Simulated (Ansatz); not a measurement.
# TiH+ (quintet): from Hartree-Fock to the top rungs at distance Ti1–H2 = 2.678 Å, def2-TZVPP

How much of the correlation energy of TiH+ (quintet) does each wave-function method recover here?

Computed with Ansatz 0.2.0, Gaussian basis. Level: def2-TZVPP, core rule «outside noble gas», up to 9 orbitals frozen.

The runs, in order: UHF; CCSD(T) on ROHF; CCSD(T) on UHF; CCSDT(Q) on ROHF; CCSDT(Q) on UHF; Full CI.

49 further runs of the same task are left out: 22 for a known fault of the program, 18 that didn't finish, 9 set aside as unsound or not needed.

**1. What is computed**

The geometry derives from a PBE0/def2-TZVP stationary point (not a proven minimum). One bond is set to the value named and the two fragments are kept rigid.

2 atoms, charge 1, spin multiplicity 5.

Atoms are counted from 1 here; the program's logs count them from 0.

No contacts short enough for the rule that draws bonds.

**2. UHF**

in.yaml reads:

```yaml
crystal:
  periodic: [false, false, false]
  atoms:
    - {symbol: Ti, position_ang: [0.000000, 0.000000, 0.000000]}
    - {symbol: H, position_ang: [0.000000, 0.000000, 2.678000]}
basis:
  gaussian: {orbitals: def2-TZVPP}
total_charge: 1
magnetization: {spin_polarized: true, initial_magnetization: 4}
hamiltonian: {xc: hf}
output: {orbitals: {seedname: orbitals}}
```

Run with:

```console
$ ansatz run in.yaml --threads 1 --pin off --events-out ev --progress --plain --max-ram 2393MiB
```

The runs that follow: CCSD(T) on ROHF; CCSD(T) on UHF; CCSDT(Q) on ROHF; CCSDT(Q) on UHF; Full CI.

Before running them: what should the planned runs give, taken together? Wanted: FCI below the RHF energy; RMP2 from FCI; UMP2 from FCI; RCCSD from FCI; RCCSD(T) from FCI; UCCSD(T) from FCI; RCCSDT(Q) from FCI; UCCSDT(Q) from FCI; T1 diagnostic.

The runs gave:

| quantity | value |
| --- | --- |
| FCI below the RHF energy | -0.4281 eV |
| RMP2 from FCI | +104.6 meV |
| UMP2 from FCI | +2.0 meV |
| RCCSD from FCI | -50.3 meV |
| RCCSD(T) from FCI | -59.1 meV |
| UCCSD(T) from FCI | -159.8 meV |
| RCCSDT(Q) from FCI | -62.4 meV |
| UCCSDT(Q) from FCI | -163.0 meV |
| levels within 1 kcal/mol (43 meV) | UMP2 |
| T1 diagnostic | 0.011 |
| effectively unpaired electrons | 4.10 |

In words: RCCSD(T) lands -59.1 meV from the yardstick (13.8 % of the correlation energy). CCSD(T) misses by -59.1 meV on the restricted determinant and by -159.8 meV on the unrestricted one; the two need not hold the same state or core. RCCSD, UCCSD, RCCSD(T), UCCSD(T), RCCSDT, UCCSDT, RCCSDT(Q), UCCSDT(Q) fall below full CI: unrestricted runs freeze a spin-polarised core, another one than full CI's, and coupled cluster isn't variational. One determinant dominates. Coupled cluster took another determinant than the lowest Hartree-Fock one. These misses are within one basis, not against nature; the frozen cores of restricted and unrestricted runs differ, which can shift their rows.
